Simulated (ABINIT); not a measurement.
# GeW (Fm-3m) in ABINIT: reference runs

Aim: a first look at GeW with PBE, on the cell as given and on a disturbed one.

Everything below comes from runs of ABINIT 10.8.3 (patched build). Logs are shortened: lines on timing, memory, paths and dates and some standing lists are left out, and cuts for length are marked. The log counts tension as positive stress, the text compression.

**1. Starting point**

Symmetry: Fm-3m, No. 225, cubic system. The conventional cell has a = 5.155 Å, b = 5.155 Å, c = 5.155 Å, α = 90.00°, β = 90.00°, γ = 90.00°. Ge (site symmetry m-3m) is surrounded by 6 W at 2.58 Å. Around W (site symmetry m-3m) lie 6 Ge at 2.58 Å.

The cell was built by a generator and needn't be a form met in nature.

**2. Single point, PBE**

Contents of run.abi:

```
pp_dirpath "./"
pseudos "Ge.GGA_PBE-JTH.xml, W.GGA_PBE-JTH.xml"

structure "poscar:POSCAR"
natom 2

ecut 22.0
pawecutdg 44.0
pawxcdev 0

kptopt 1
ngkpt 9 9 9
nshiftk 1
shiftk 0.0 0.0 0.0

ixc 11

nband 18
occopt 3
tsmear 0.05 eV

nstep 100
tolvrs 1.0e-9

iomode 3
prtwf 0
prtden 0
prteig 0
prtebands 0
enunit 1
```

Contents of POSCAR:

```
GeW
1.0
    0.0000000000      2.5776100000      2.5776100000
    2.5776100000      0.0000000000      2.5776100000
    2.5776100000      2.5776100000      0.0000000000
Ge W
1 1
Direct
    0.5000000000      0.5000000000      0.5000000000  Ge
    0.0000000000      0.0000000000      0.0000000000  W
```

Potentials or basis: JTH PAW PBE v2.0.

Started as:

```sh
$ abinit run.abi > log 2>&1
```

run.abo:

```text
.Version 10.8.3 of ABINIT
 Symmetries : space group Fm -3 m (#225); Bravais cF (face-center cubic)
================================================================================
 Values of the parameters that define the memory need of the present run
     intxc =       0    ionmov =       0      iscf =      17    lmnmax =      18
     lnmax =       6     mgfft =      30  mpssoang =       3    mqgrid =    3001
     natom =       2  nloc_mem =       2    nspden =       1   nspinor =       1
    nsppol =       1      nsym =      48    n1xccc =       1    ntypat =       2
    occopt =       3   xclevel =       2
       mpw =        1155          nfft =       27000          nkpt =          35
 PAW method is used; the additional fine FFT grid is defined by:
   mgfftf=        45    nfftf =     91125
================================================================================
================================================================================

--------------------------------------------------------------------------------
------------- Echo of variables that govern the present computation ------------
--------------------------------------------------------------------------------
 -outvars: echo values of preprocessed input variables --------
            acell      1.0000000000E+00  1.0000000000E+00  1.0000000000E+00 Bohr
              amu      7.26100000E+01  1.83850000E+02
             ecut      2.20000000E+01 Hartree
           enunit           1
              ixc          11
         kptrlatt        9    0    0      0    9    0      0    0    9
          kptrlen      6.19974151E+01
            natom           2
            nband          18
            ngfft          30      30      30
          ngfftdg          45      45      45
             nkpt          35
            nstep         100
             nsym          48
           ntypat           2
           occopt           3
        pawecutdg      4.40000000E+01 Hartree
         pawxcdev           0
           prtden           0
        prtebands           0
           prteig           0
            prtwf           0
            rprim      0.0000000000E+00  4.8709769594E+00  4.8709769594E+00
                       4.8709769594E+00  0.0000000000E+00  4.8709769594E+00
                       4.8709769594E+00  4.8709769594E+00  0.0000000000E+00
          spgroup         225
           tolvrs      1.00000000E-09
           tsmear      1.83746611E-03 Hartree
            typat      1  2
           useylm           1
           xangst      2.5776100000E+00  2.5776100000E+00  2.5776100000E+00
                       0.0000000000E+00  0.0000000000E+00  0.0000000000E+00
            xcart      4.8709769594E+00  4.8709769594E+00  4.8709769594E+00
                       0.0000000000E+00  0.0000000000E+00  0.0000000000E+00
             xred      5.0000000000E-01  5.0000000000E-01  5.0000000000E-01
                       0.0000000000E+00  0.0000000000E+00  0.0000000000E+00
            znucl       32.00000   74.00000

================================================================================

 chkinp: Checking input parameters for consistency.

================================================================================
== DATASET  1 ==================================================================

--- !DatasetInfo
iteration_state: {dtset: 1, }
dimensions: {natom: 2, nkpt: 35, mband: 18, nsppol: 1, nspinor: 1, nspden: 1, mpw: 1155, }
cutoff_energies: {ecut:  22.0, pawecutdg:  44.0, }
electrons: {nelect:   2.80000000E+01, charge:   0.00000000E+00, occopt:   3.00000000E+00, tsmear:   1.83746611E-03, }
meta: {optdriver: 0, ionmov: 0, optcell: 0, iscf: 17, paral_kgb: 0, }
...

 Exchange-correlation functional for the present dataset will be:
  GGA: Perdew-Burke-Ernzerhof functional - ixc=11
  J.P.Perdew, K.Burke, M.Ernzerhof, PRL 77, 3865 (1996)

 Real(R)+Recip(G) space primitive vectors, cartesian coordinates (Bohr,Bohr^-1):
 R(1)=  0.0000000  4.8709770  4.8709770  G(1)= -0.1026488  0.1026488  0.1026488
 R(2)=  4.8709770  0.0000000  4.8709770  G(2)=  0.1026488 -0.1026488  0.1026488
 R(3)=  4.8709770  4.8709770  0.0000000  G(3)=  0.1026488  0.1026488 -0.1026488
 Unit cell volume ucvol=  2.3114166E+02 bohr^3
 Angles (23,13,12)=  6.00000000E+01  6.00000000E+01  6.00000000E+01 degrees

 Coarse grid specifications (used for wave-functions):

 getcut: wavevector=  0.0000  0.0000  0.0000  ngfft=  30  30  30
         ecut(hartree)=     22.000   => boxcut(ratio)=   2.06488

 Fine grid specifications (used for densities):

 getcut: wavevector=  0.0000  0.0000  0.0000  ngfft=  45  45  45
         ecut(hartree)=     44.000   => boxcut(ratio)=   2.13910

--- Pseudopotential description ------------------------------------------------
- pspini: atom type   1  psp file is ./Ge.GGA_PBE-JTH.xml
 Pseudopotential format is: paw10
 basis_size (lnmax)=  6 (lmn_size= 18), orbitals=   0   0   1   1   2   2
 Spheres core radius: rc_sph= 2.30476891
 Shapefunction is SIN type: shapef(r)=[sin(pi*r/rshp)/(pi*r/rshp)]**2
 Radius for shape functions =  1.99988291
 Compensation charge density is not taken into account in XC energy/potential

- pspini: atom type   2  psp file is ./W.GGA_PBE-JTH.xml
 Pseudopotential format is: paw10
 basis_size (lnmax)=  6 (lmn_size= 18), orbitals=   0   0   1   1   2   2
 Spheres core radius: rc_sph= 2.41188978
 Shapefunction is BESSEL type: shapef(r,l)=aa(1,l)*jl(q(1,l)*r)+aa(2,l)*jl(q(2,l)*r)
 Radius for shape functions =  2.10354610
 Compensation charge density is not taken into account in XC energy/potential

   1.88539844E+03                                ecore*ucvol(ha*bohr**3)
--------------------------------------------------------------------------------

[... 7 lines left out ...]

     iter   Etot(hartree)      deltaE(h)  residm     nres2
 ETOT  1  -157.35969635572    -1.574E+02 3.728E+01 2.358E+01
 ETOT  2  -164.89717025861    -7.537E+00 1.534E+00 4.800E+01
 ETOT  3  -164.58357579691     3.136E-01 9.267E-01 9.962E+00
 ETOT  4  -164.58223681944     1.339E-03 2.126E-01 3.220E+00
 ETOT  5  -164.55802931142     2.421E-02 3.630E-02 1.140E+00
 ETOT  6  -164.54785692717     1.017E-02 1.401E-01 5.419E-02
 ETOT  7  -164.54801728791    -1.604E-04 4.363E-02 7.859E-04
 ETOT  8  -164.54803489734    -1.761E-05 8.709E-03 1.359E-03
 ETOT  9  -164.54802951419     5.383E-06 1.784E-03 2.187E-04
 ETOT 10  -164.54802943630     7.790E-08 3.149E-04 5.238E-06
 ETOT 11  -164.54802946015    -2.386E-08 9.083E-05 6.565E-06
 ETOT 12  -164.54802945520     4.955E-09 1.106E-04 1.604E-06
 ETOT 13  -164.54802945097     4.234E-09 3.063E-05 6.173E-08
 ETOT 14  -164.54802945133    -3.593E-10 3.613E-05 7.768E-09
 ETOT 15  -164.54802945131     1.759E-11 1.048E-05 2.009E-09
 ETOT 16  -164.54802945131     1.450E-12 1.210E-05 7.027E-10

 At SCF step   16       nres2   =  7.03E-10 < tolvrs=  1.00E-09 =>converged.

 Cartesian components of stress tensor (hartree/bohr^3)
  sigma(1 1)=  4.94902039E-06  sigma(3 2)=  0.00000000E+00
  sigma(2 2)=  4.94902039E-06  sigma(3 1)=  0.00000000E+00
  sigma(3 3)=  4.94902039E-06  sigma(2 1)=  0.00000000E+00

--- !ResultsGS
iteration_state: {dtset: 1, }
comment   : Summary of ground state results
lattice_vectors:
- [  0.0000000,   4.8709770,   4.8709770, ]
- [  4.8709770,   0.0000000,   4.8709770, ]
- [  4.8709770,   4.8709770,   0.0000000, ]
lattice_lengths: [   6.88860,    6.88860,    6.88860, ]
lattice_angles: [ 60.000,  60.000,  60.000, ] # degrees, (23, 13, 12)
lattice_volume:   2.3114166E+02
convergence: {deltae:  1.450E-12, res2:  7.027E-10, residm:  1.210E-05, diffor: null, }
etotal    :  -1.64548029E+02
entropy   :   0.00000000E+00
fermie    :   3.53127228E-01
cartesian_stress_tensor: # hartree/bohr^3
- [  4.94902039E-06,   0.00000000E+00,   0.00000000E+00, ]
- [  0.00000000E+00,   4.94902039E-06,   0.00000000E+00, ]
- [  0.00000000E+00,   0.00000000E+00,   4.94902039E-06, ]
pressure_GPa:  -1.4561E-01
xred      :
- [  5.0000E-01,   5.0000E-01,   5.0000E-01, Ge]
- [  0.0000E+00,   0.0000E+00,   0.0000E+00,  W]
cartesian_forces: # hartree/bohr
- [ -0.00000000E+00,  -0.00000000E+00,  -0.00000000E+00, ]
- [ -0.00000000E+00,  -0.00000000E+00,  -0.00000000E+00, ]
force_length_stats: {min:   0.00000000E+00, max:   0.00000000E+00, mean:   0.00000000E+00, }
...

 Integrated electronic density in atomic spheres:
 ------------------------------------------------
 Atom  Sphere_radius  Integrated_density
    1        2.30477         12.61373014
    2        2.41189         11.61711281

================================================================================

 ----iterations are completed or convergence reached----

 Mean square residual over all n,k,spin=   27.520E-09; max=  12.102E-06
 reduced coordinates (array xred) for    2 atoms
       0.500000000000      0.500000000000      0.500000000000
       0.000000000000      0.000000000000      0.000000000000
 rms dE/dt=  0.0000E+00; max dE/dt=  0.0000E+00; dE/dt below (all hartree)
    1       0.000000000000      0.000000000000      0.000000000000
    2       0.000000000000      0.000000000000      0.000000000000

 cartesian coordinates (angstrom) at end:
    1      2.57761000000000     2.57761000000000     2.57761000000000
    2      0.00000000000000     0.00000000000000     0.00000000000000

 cartesian forces (hartree/bohr) at end:
    1     -0.00000000000000    -0.00000000000000    -0.00000000000000
    2     -0.00000000000000    -0.00000000000000    -0.00000000000000
 frms,max,avg= 0.0000000E+00 0.0000000E+00   0.000E+00  0.000E+00  0.000E+00 h/b

 cartesian forces (eV/Angstrom) at end:
    1     -0.00000000000000    -0.00000000000000    -0.00000000000000
    2     -0.00000000000000    -0.00000000000000    -0.00000000000000
 frms,max,avg= 0.0000000E+00 0.0000000E+00   0.000E+00  0.000E+00  0.000E+00 e/A
 length scales=  1.000000000000  1.000000000000  1.000000000000 bohr
              =  0.529177210544  0.529177210544  0.529177210544 angstroms
 Fermi (or HOMO) energy (eV) =   9.60908   Average Vxc (eV)= -11.82549
 Eigenvalues (   eV  ) for nkpt=  35  k points:
 kpt#   1, nband= 18, wtk=  0.00137, kpt=  0.0000  0.0000  0.0000 (reduced coord)
 -64.91056  -29.09369  -29.09369  -29.09369  -14.83435  -14.83435  -14.77448  -14.77448
 -14.77448   -2.73563    8.00312    8.00312    8.00312    8.75072    8.75072   12.03446
  12.03446   12.03446
 prteigrs : prtvol=0 or 1, do not print more k-points.

--- !EnergyTerms
iteration_state     : {dtset: 1, }
comment             : Components of total free energy in Hartree
kinetic             :  1.35215065622838E+01
hartree             :  2.84199673711900E+01
xc                  : -9.97909213489397E+00
Ewald energy        : -1.14168124918942E+02
psp_core            :  8.15689594866886E+00
local_psp           : -9.14837698972104E+01
PAW spherical_terms :  9.85460695596180E-01
internal            : -1.64547156373308E+02
'-kT*entropy'       : -8.77552439784865E-04
total_energy        : -1.64548033925748E+02
total_energy_eV     : -4.47758010717031E+03
...

--- !EnergyTermsDC
iteration_state     : {dtset: 1, }
comment             : '"Double-counting" decomposition of free energy'
band_energy         : -1.46913994903316E+01
Ewald energy        : -1.14168124918942E+02
psp_core            :  8.15689594866886E+00
xc_dc               : -3.12354742960196E+01
PAW spherical_terms : -1.26090491422416E+01
internal            : -1.64547151898866E+02
'-kT*entropy'       : -8.77552439784865E-04
total_energy_dc     : -1.64548029451306E+02
total_energy_dc_eV  : -4.47757998541455E+03
...

--- !EnergyTermsWithPAWCore
iteration_state     : {dtset: 1, }
comment             : 'Components of total free energy, including PAW core contributions'
Total energy        : -1.82418655994269E+04
Total energy DC     : -1.82418655949525E+04
Total energy (eV)   : -4.96386450673280E+05
Total energy DC (eV): -4.96386450551524E+05
...

 Cartesian components of stress tensor (hartree/bohr^3)
  sigma(1 1)=  4.94902039E-06  sigma(3 2)=  0.00000000E+00
  sigma(2 2)=  4.94902039E-06  sigma(3 1)=  0.00000000E+00
  sigma(3 3)=  4.94902039E-06  sigma(2 1)=  0.00000000E+00

-Cartesian components of stress tensor (GPa)         [Pressure= -1.4561E-01 GPa]
- sigma(1 1)=  1.45605207E-01  sigma(3 2)=  0.00000000E+00
- sigma(2 2)=  1.45605207E-01  sigma(3 1)=  0.00000000E+00
- sigma(3 3)=  1.45605207E-01  sigma(2 1)=  0.00000000E+00

== END DATASET(S) ==============================================================
================================================================================

 -outvars: echo values of variables after computation  --------
            acell      1.0000000000E+00  1.0000000000E+00  1.0000000000E+00 Bohr
           etotal     -1.6454802945E+02
            fcart     -0.0000000000E+00 -0.0000000000E+00 -0.0000000000E+00
                      -0.0000000000E+00 -0.0000000000E+00 -0.0000000000E+00
            rprim      0.0000000000E+00  4.8709769594E+00  4.8709769594E+00
                       4.8709769594E+00  0.0000000000E+00  4.8709769594E+00
                       4.8709769594E+00  4.8709769594E+00  0.0000000000E+00
           strten      4.9490203918E-06  4.9490203918E-06  4.9490203918E-06
                       0.0000000000E+00  0.0000000000E+00  0.0000000000E+00
           xangst      2.5776100000E+00  2.5776100000E+00  2.5776100000E+00
                       0.0000000000E+00  0.0000000000E+00  0.0000000000E+00
             xred      5.0000000000E-01  5.0000000000E-01  5.0000000000E-01
                       0.0000000000E+00  0.0000000000E+00  0.0000000000E+00
 Calculation completed.
```

Run time: 38 s. Hardware: 1 thread of Arm Neoverse V1, shared host; peak memory 0.13 GiB.

Results:

| Property | Result |
| --- | --- |
| Free energy | -4477.5800 eV |
| Pressure | -0.1 GPa |
| Band gap on the k mesh | none (metal or under the smearing width) |
| Valence electrons inside the program's atomic spheres | Ge 12.61; W 11.62 |

Levels at points of the mesh, in eV from the Fermi level:
| k point | band 12 | band 13 | band 14 | band 15 | band 16 | band 17 |
| --- | --- | --- | --- | --- | --- | --- |
| (0.00, 0.00, 0.00) | -1.61 | -1.61 | -0.86 | -0.86 | 2.43 | 2.43 |

Spin-orbit coupling is left out, which matters for the levels of W.

(Part 1 of 2 ends here.)
